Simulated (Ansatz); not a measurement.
**CH5BrInN: basis-set convergence**

Aim: see how fast density functionals converge with the basis set for CH5BrInN.

The runs use Ansatz 0.2.0, Gaussian basis; one geometry, several basis sets.

Levels to be run: PBE0-D4/def2-SVP; ωB97M-V/def2-SVP; PBE0-D4/def2-QZVPP; ωB97M-V/def2-QZVPP; the functionals' def2-TZVPP values are taken from earlier runs.

## Step 1: The relaxed structure

All runs share one geometry, relaxed beforehand with PBE0-D4 in a triple-zeta def2 set. In takes the def2 core potential; no spin-orbit term is included.

SMILES `[CH3][In]([NH2])[Br]`, 9 atoms, charge 0, spin multiplicity 1.

Atoms are counted from 1 here; the program's logs count them from 0.

Bond lengths: C1–In2 2.128 Å, C1–H5 1.090 Å, C1–H6 1.090 Å, C1–H7 1.089 Å, In2–N3 2.004 Å, In2–Br4 2.493 Å, N3–H8 1.008 Å, N3–H9 1.009 Å. Angles: In2–C1–H5 108.8°, In2–C1–H6 108.9°, In2–C1–H7 111.0°, H5–C1–H6 108.7°, H5–C1–H7 109.7°, H6–C1–H7 109.7°, C1–In2–N3 132.2°, C1–In2–Br4 118.3°, N3–In2–Br4 109.2°, In2–N3–H8 120.7°, In2–N3–H9 117.7°, H8–N3–H9 110.5°.

## Step 2: PBE0-D4 in def2-SVP

File in.yaml:

```yaml
crystal:
  periodic: [false, false, false]
  atoms:
    - {symbol: C, position_ang: [-0.033198, 1.492210, -0.911751]}
    - {symbol: In, position_ang: [-0.372928, -0.323481, 0.144671]}
    - {symbol: N, position_ang: [0.877696, -1.687939, 0.913565]}
    - {symbol: Br, position_ang: [-2.717884, -1.136661, 0.374932]}
    - {symbol: H, position_ang: [-0.484037, 1.411961, -1.900923]}
    - {symbol: H, position_ang: [-0.513249, 2.309786, -0.373735]}
    - {symbol: H, position_ang: [1.033037, 1.693270, -1.008401]}
    - {symbol: H, position_ang: [1.806911, -1.426964, 1.205102]}
    - {symbol: H, position_ang: [0.491951, -2.378580, 1.539441]}
basis:
  gaussian: {orbitals: def2-SVP}
hamiltonian: {xc: pbe0, dispersion: d4}
output: {orbitals: {seedname: orbitals}}
```

Command:

```
ansatz run in.yaml --threads 4 --pin off --events-out ev --progress --plain --max-ram 10444MiB
```

After this run come: ωB97M-V in def2-SVP; PBE0-D4 in def2-QZVPP; ωB97M-V in def2-QZVPP.

**Question.** What will the summary of the whole plan be? Wanted: PBE0-D4: double and triple zeta above quadruple; ωB97M-V: double and triple zeta above quadruple.

As calculated:

```
                                       quantity           value
PBE0-D4: double and triple zeta above quadruple  13.60, 1.64 eV
ωB97M-V: double and triple zeta above quadruple  13.66, 1.59 eV
```

**Reading.** For PBE0-D4 the step from double to triple zeta gains 11.96 eV and the next only 1.64 eV. These are total energies; as a rule much of such shifts cancels in differences, which this series doesn't test. The LUMO of ωB97M-V is positive and keeps falling with the basis (0.88 to 0.32 eV): an unbound level that the basis holds in place.
